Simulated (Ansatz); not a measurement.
**C₃H₇BSi: up Jacob's ladder to CCSD(T)**

How much do the methods differ for C₃H₇BSi? The plan is to run it at one geometry with functionals of several rungs and with coupled cluster. The yardstick is the atomisation energy at the CCSD(T) limit.

Program: Ansatz 0.2.0, Gaussian basis. Level of theory: functionals in def2-TZVPP, the program's frozen cores in correlated methods. These are calculated values, not measurements.

Levels to be run: PBE-D4, r2SCAN-D4, PBE0-D4, B3LYP-D4, ωB97X-V, ωB97M-V, B2PLYP; CCSD(T)/def2-TZVPP; MP2/def2-QZVPP; extrapolation to the limit.

## 1. The geometry

The geometry comes from an earlier relaxation with PBE0-D4 in a triple-zeta def2 set; it is a stationary point, not always the lowest conformer.

12 atoms, charge 0, spin multiplicity 1.

Atoms are counted from 1 here; the program's logs count them from 0.

Bond lengths: B1–Si2 2.009 Å, B1–H6 1.198 Å, B1–H7 1.195 Å, Si2–C3 1.873 Å, Si2–C4 1.832 Å, Si2–H8 1.497 Å, C3–H9 1.092 Å, C3–H10 1.092 Å, C3–H11 1.092 Å, C4–C5 1.207 Å, C5–H12 1.066 Å. Angles: Si2–B1–H6 119.9°, Si2–B1–H7 122.5°, H6–B1–H7 117.5°, B1–Si2–C3 114.1°, B1–Si2–C4 112.1°, B1–Si2–H8 104.5°, C3–Si2–C4 109.1°, C3–Si2–H8 109.4°, C4–Si2–H8 107.2°, Si2–C3–H9 110.6°, Si2–C3–H10 110.3°, Si2–C3–H11 110.8°, H9–C3–H10 108.6°, H9–C3–H11 108.1°, H10–C3–H11 108.3°, Si2–C4–C5 178.4°, C4–C5–H12 179.7°.

## 2. PBE-D4 (GGA)

in.yaml

```yaml
crystal:
  periodic: [false, false, false]
  atoms:
    - {symbol: B, position_ang: [-1.503708, -0.338477, 1.379187]}
    - {symbol: Si, position_ang: [-0.246207, -0.402432, -0.186848]}
    - {symbol: C, position_ang: [1.515902, -0.852133, 0.263324]}
    - {symbol: C, position_ang: [-0.242815, 1.166952, -1.132911]}
    - {symbol: C, position_ang: [-0.232334, 2.217040, -1.727748]}
    - {symbol: H, position_ang: [-1.405449, -1.147644, 2.256739]}
    - {symbol: H, position_ang: [-2.397644, 0.450724, 1.453866]}
    - {symbol: H, position_ang: [-0.815823, -1.457311, -1.083006]}
    - {symbol: H, position_ang: [2.132879, -0.934327, -0.633497]}
    - {symbol: H, position_ang: [1.539785, -1.808106, 0.791515]}
    - {symbol: H, position_ang: [1.957321, -0.091347, 0.910532]}
    - {symbol: H, position_ang: [-0.224908, 3.142060, -2.257252]}
basis:
  gaussian: {orbitals: def2-TZVPP}
hamiltonian: {xc: pbe, dispersion: d4}
output: {forces: true, orbitals: {seedname: orbitals}}
```

Started as:

```bash
ansatz run in.yaml --threads 4 --pin off --events-out ev --progress --plain --max-ram 10444MiB
```

After this run come: r2SCAN-D4 (meta-GGA); PBE0-D4 (hybrid); B3LYP-D4 (hybrid); ωB97X-V (range-separated); ωB97M-V (range-separated); B2PLYP (double hybrid); CCSD(T) in def2-TZVPP; MP2 in def2-QZVPP.

Q: Predict the results of all the runs planned. Wanted: atomisation energy, CCSD(T)/CBS; farthest; mean size of error, hybrid; mean size of error, range-separated; gap, smallest and largest; T1 diagnostic; triples share of the correlation energy.

The runs gave:

| quantity | value |
| --- | --- |
| atomisation energy, CCSD(T)/CBS | 4559.2 kJ/mol |
| functionals within 22.8 kJ/mol (0.5 %) | B3LYP-D4, ωB97X-V, ωB97M-V |
| farthest | PBE-D4 (+81.1 kJ/mol) |
| mean size of error, hybrid | 22.3 kJ/mol |
| mean size of error, range-separated | 18.2 kJ/mol |
| gap, smallest and largest | 3.11 eV (PBE-D4), 9.85 eV (ωB97X-V) |
| T1 diagnostic | 0.0121 |
| triples share of the correlation energy | 4.3 % |

PBE-D4 misses by +81.1 kJ/mol. Double hybrids carry the basis error of their MP2 part in triple zeta, and no dispersion term here, so their miss is partly the set-up's. The reference freezes the cores and leaves out relativity and excitations past (T), so misses under about 22.8 kJ/mol can't be ranked. Hartree-Fock recovers 76 % of the binding; the rest is correlation. The gap grows from 3.1 to 9.9 eV across the functionals, mostly with the share of exact exchange.
